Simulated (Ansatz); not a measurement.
# BrGeH7Si2: the cost of one run

Program: Ansatz 0.2.0, driven from Python. The levels of theory stand in the script. These are calculated values, not measurements.

### 1 Starting point

Bond lengths: Si1–Si2 2.232 Å, Si2–Ge3 2.312 Å, Ge3–Br4 2.327 Å, Si1–H5 1.470 Å, Si1–H6 1.470 Å, Si1–H7 1.470 Å, Si2–H8 1.470 Å, Si2–H9 1.470 Å, Ge3–H10 1.550 Å, Ge3–H11 1.550 Å. Angles (14 of 18 angles, heavy atoms first): Si1–Si2–Ge3 109.0°, Si2–Ge3–Br4 109.2°, Si1–Si2–H8 109.5°, Si1–Si2–H9 109.6°, Ge3–Si2–H8 109.5°, Ge3–Si2–H9 109.6°, Si2–Si1–H5 109.3°, Si2–Si1–H6 109.5°, Si2–Si1–H7 109.2°, Si2–Ge3–H10 109.3°, Si2–Ge3–H11 109.5°, Br4–Ge3–H10 109.5°, Br4–Ge3–H11 109.7°, H8–Si2–H9 109.7°.

No structure file is read: the coordinates are typed or built in the script.

### 2 The code

brgeh7si2.py reads:

```python
'''Size of D3 and D4 in BrGeH7Si2.'''

import ansatz as az

BASIS_SET = 'def2-SVP'

geometry_ang = [
    ('Si', [-1.8109, -0.4251, 0.1782]),
    ('Si', [-0.1145, 0.9968, -0.1097]),
    ('Ge', [1.8773, -0.1677, 0.0384]),
    ('Br', [1.9047, -1.845, -1.5749]),
    ('H', [-1.6997, -1.0517, 1.5036]),
    ('H', [-3.084, 0.3038, 0.0803]),
    ('H', [-1.7538, -1.4638, -0.861]),
    ('H', [-0.2189, 1.6216, -1.4365]),
    ('H', [-0.1576, 2.0335, 0.9319]),
    ('H', [1.9941, -0.8042, 1.4468]),
    ('H', [3.0633, 0.802, -0.1972]),
]
geometry = az.Crystal.molecule()
for symbol, xyz in geometry_ang:
    geometry = geometry.atom(symbol, xyz)

calculation = geometry.calculation().basis(gaussian=BASIS_SET)
for name in ['pbe', 'b3lyp']:
    for correction in ('d3bj', 'd4'):
        summary = calculation.functional(name, dispersion=correction).run().report
        print(f'{name:8s} {correction:5s} total {summary["free_energy_ev"]:.5f} eV, of which dispersion {1000 * summary["dispersion"]["energy"]["ev"]:.2f} meV')
```

### 3 The calls as engine input

The package turns the script's settings into the engine's input (first run):

```yaml
crystal:
  periodic: [false, false, false]
  atoms:
    - { symbol: Si, position_ang: [-1.8109, -0.4251, 0.1782] }
    - { symbol: Si, position_ang: [-0.1145, 0.9968, -0.1097] }
    - { symbol: Ge, position_ang: [1.8773, -0.1677, 0.0384] }
    - { symbol: Br, position_ang: [1.9047, -1.845, -1.5749] }
    - { symbol: H, position_ang: [-1.6997, -1.0517, 1.5036] }
    - { symbol: H, position_ang: [-3.084, 0.3038, 0.0803] }
    - { symbol: H, position_ang: [-1.7538, -1.4638, -0.861] }
    - { symbol: H, position_ang: [-0.2189, 1.6216, -1.4365] }
    - { symbol: H, position_ang: [-0.1576, 2.0335, 0.9319] }
    - { symbol: H, position_ang: [1.9941, -0.8042, 1.4468] }
    - { symbol: H, position_ang: [3.0633, 0.802, -0.1972] }
basis:
  gaussian:
    orbitals: def2-SVP
hamiltonian:
  xc: pbe
  dispersion: d3bj
```

### 4 Launch

Launch:

```
$ python brgeh7si2.py
```

What time and memory should one allow on 1 thread of Arm Neoverse N1, shared host?

About 45 s, with a peak of 0.42 GiB.
